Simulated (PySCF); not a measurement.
# CH6Ge: the cost of one run

The runs use PySCF 2.14.0, with density-fitted response routines of our own; the level of theory stands in each step. All values are computed, except where a source is named. Atoms count from 0, in the outputs and in this text.

## 1. The starting structure

8 atoms, charge 0, multiplicity 1; geometry from: GFN2-xTB. The atoms were then displaced at random by about 0.03 Å, so the start is not that level's minimum.

Bonds of the start (Å): C0–Ge1 1.89, C0–H2 1.16, C0–H3 0.99, C0–H4 1.17, Ge1–H5 1.52, Ge1–H6 1.50, Ge1–H7 1.51.

## 2. Geometry optimisation at PBE0-D3(BJ)/def2-SVP

The job: settings as JSON, then the geometry in Å.

```
{"job": {"xc": "PBE0", "basis": "def2-SVP", "d3": "d3bj", "grid": 1, "shake": 0.03, "kind": "geom"}, "charge": 0, "multiplicity": 1}
C     -0.968500    -0.194490     0.027850
Ge     0.898120     0.095260    -0.030600
H     -1.544990     0.572570     0.688220
H     -1.194830    -1.119440     0.312300
H     -1.466870     0.039220    -0.999410
H      1.283550     1.509720    -0.438800
H      1.580540    -0.838100    -0.993530
H      1.569320    -0.131580     1.301140
```

Command:

```sh
$ OMP_NUM_THREADS=1 python probes_run.py task.json out
```

This one command runs all jobs of the session in turn.

Q: Estimate the wall time and peak memory of this first job on 1 thread of AMD EPYC 9R45, shared host.

About 4.5 s, with a peak of 0.31 GiB.
